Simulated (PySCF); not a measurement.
# C3H6ClSi: the cost of one run

Method: levels as typed in each script, gas phase, geometry from GFN2-xTB; program: PySCF 2.14.0.

### Step 1. Starting geometry

SMILES `ClC[SiH]1[CH]C1`, 11 atoms, charge 0, spin multiplicity 2.

Bond lengths: Cl1–C2 1.790 Å, C2–Si3 1.919 Å, C2–H6 1.089 Å, C2–H7 1.088 Å, Si3–C4 1.828 Å, Si3–C5 1.981 Å, Si3–H8 1.454 Å, C4–C5 1.470 Å, C4–H9 1.083 Å, C5–H10 1.082 Å, C5–H11 1.084 Å. Angles: Cl1–C2–Si3 110.4°, Cl1–C2–H6 106.4°, Cl1–C2–H7 106.5°, Si3–C2–H6 113.4°, Si3–C2–H7 111.8°, H6–C2–H7 108.1°, C2–Si3–C4 127.3°, C2–Si3–C5 119.4°, C2–Si3–H8 109.2°, C4–Si3–C5 45.2°, C4–Si3–H8 122.8°, C5–Si3–H8 115.2°, Si3–C4–C5 72.9°, Si3–C4–H9 124.8°, C5–C4–H9 118.2°, Si3–C5–C4 61.9°, Si3–C5–H10 106.7°, Si3–C5–H11 129.3° and more.

Coordinates:

```xyz
11

Cl   -1.8398    0.5820    0.0122
C    -1.0206   -1.0048   -0.1050
Si    0.8769   -0.7917    0.0829
C     1.7671    0.6371    0.7946
C     1.7524    0.8207   -0.6633
H    -1.3152   -1.4324   -1.0625
H    -1.4370   -1.6260    0.6857
H     1.5322   -2.0517   -0.2303
H     1.3137    1.4030    1.4123
H     2.6089    0.4767   -1.2270
H     1.3041    1.7027   -1.1056
```

### Step 2. Density, bond paths and surface potential (BLYP/cc-pvtz)

The input, input.py:

```python
import numpy as np
from pyscf import gto, scf, dft
from pyscf.scf import atom_ks, atom_hf
from scipy.linalg import block_diag

def solve(mol, dm0=None, hcore=None):
    mf = (dft.UKS if mol.spin else dft.RKS)(mol, xc='blyp')
    mf.grids.level = 3
    mf = mf.density_fit(auxbasis='def2-universal-jkfit')
    mf.conv_tol, mf.max_cycle = 1e-8, 80
    if hcore is not None:
        mf.get_hcore = lambda *args: hcore
    mf.kernel(dm0)
    if not mf.converged:
        mf = mf.newton().run(mf.mo_coeff, mf.mo_occ, max_cycle=30)
    assert mf.converged, 'SCF not converged'
    return mf

mol = gto.M(atom='''
Cl    -1.83983     0.58196     0.01224
C     -1.02058    -1.00482    -0.10495
Si     0.87692    -0.79171     0.08291
C      1.76707     0.63715     0.79465
C      1.75241     0.82071    -0.66330
H     -1.31518    -1.43238    -1.06247
H     -1.43696    -1.62603     0.68573
H      1.53218    -2.05170    -0.23030
H      1.31366     1.40302     1.41233
H      2.60894     0.47674    -1.22699
H      1.30411     1.70271    -1.10560
''', basis='cc-pvtz', charge=0, spin=1, verbose=4)
mf = solve(mol)
mf.analyze()
# spherically averaged free atoms, for the promolecule
atm = atom_ks.get_atm_nrks(mol, xc='blyp')
pro = block_diag(*[(atm[a[0]][2] * atm[a[0]][3]) @ atm[a[0]][2].T for a in mol._atom])
np.savez('result.npz', e=mf.e_tot, c=mf.mo_coeff, occ=mf.mo_occ, eps=mf.mo_energy, pro=pro, dip=mf.dip_moment(verbose=0), s2=mf.spin_square()[0])
```

Launch:

```
> OMP_NUM_THREADS=1 python input.py
```

What time and memory should one allow on 1 thread of Intel Xeon Platinum 8375C at 2.90GHz (Ice Lake), shared host?

About 51 s, with a peak of 0.86 GiB.
